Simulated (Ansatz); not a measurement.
# ZnHO radical (SMILES [O][ZnH]): one structure at several levels

The task here is to estimate one member of a computed series from the others.

Computed with Ansatz 0.2.0, Gaussian basis. Level: single points in def2-TZVPP.

Correlated methods freeze the cores. The 3s and 3p shells of Cu and Zn are frozen; filled d shells are correlated. Orbitals are unrestricted. B3LYP uses VWN-RPA correlation.

## The starting structure

SMILES `[O][ZnH]`, 3 atoms, charge 0, spin multiplicity 2.

Atoms are counted from 1 here; the program's logs count them from 0.

Bond lengths: O1–Zn2 1.675 Å, Zn2–H3 1.479 Å. Angles: O1–Zn2–H3 140.6°.

As a file:

```
atom     x (Å)     y (Å)     z (Å)
  O1  -1.24710   0.67880  -0.57120
 Zn2   0.22670   0.28820   0.12310
  H3   1.03750  -0.89110   0.49670
```

The first run:

The input, run/in.yaml:

```yaml
crystal:
  periodic: [false, false, false]
  atoms:
    - {symbol: O, position_ang: [-1.247100, 0.678800, -0.571200]}
    - {symbol: Zn, position_ang: [0.226700, 0.288200, 0.123100]}
    - {symbol: H, position_ang: [1.037500, -0.891100, 0.496700]}
basis:
  gaussian: {orbitals: def2-TZVPP}
magnetization: {spin_polarized: true, initial_magnetization: 1}
correlation: {method: ccsd_t, frozen_orbitals: {H: 0, O: 1, Zn: 9}}
scf: {omitted_lower_state_checks: [cluster_reference]}
output: {forces: true}
```

No record of the launch command was kept for these runs.

Steps of the session up to this table: CCSD(T)/def2-TZVPP; PBE0-D4/def2-TZVPP; wB97M-V/def2-TZVPP; r2SCAN-D4/def2-TZVPP; PBE-D4/def2-TZVPP; B3LYP-D4/def2-TZVPP; r2SCAN0-D4/def2-TZVPP.

One table of the session follows, with a row left open; its other results are not shown here.

| method | RMS force component (eV/Å) | angle to CCSD(T) forces (°) | dipole (D) |
| --- | --- | --- | --- |
| CCSD(T) | 1.631 | reference | 2.45 |
| PBE0-D4 | 1.520 | 2.5 | 2.42 |
| wB97M-V | 1.606 | 0.9 | 2.44 |
| r2SCAN-D4 | 1.352 | 3.2 | 2.37 |
| PBE-D4 | 1.332 | 3.5 | 2.37 |
| B3LYP-D4 | ? | ? | ? |
| r2SCAN0-D4 | 1.499 | 2.5 | 2.48 |

Estimate the missing values for B3LYP-D4.

**Answer.** RMS force component (eV/Å): 1.586; angle to CCSD(T) forces (°): 1.4; dipole (D): 2.41. In the column «RMS force component (eV/Å)» it lies between PBE0-D4 (1.520) and wB97M-V (1.606).
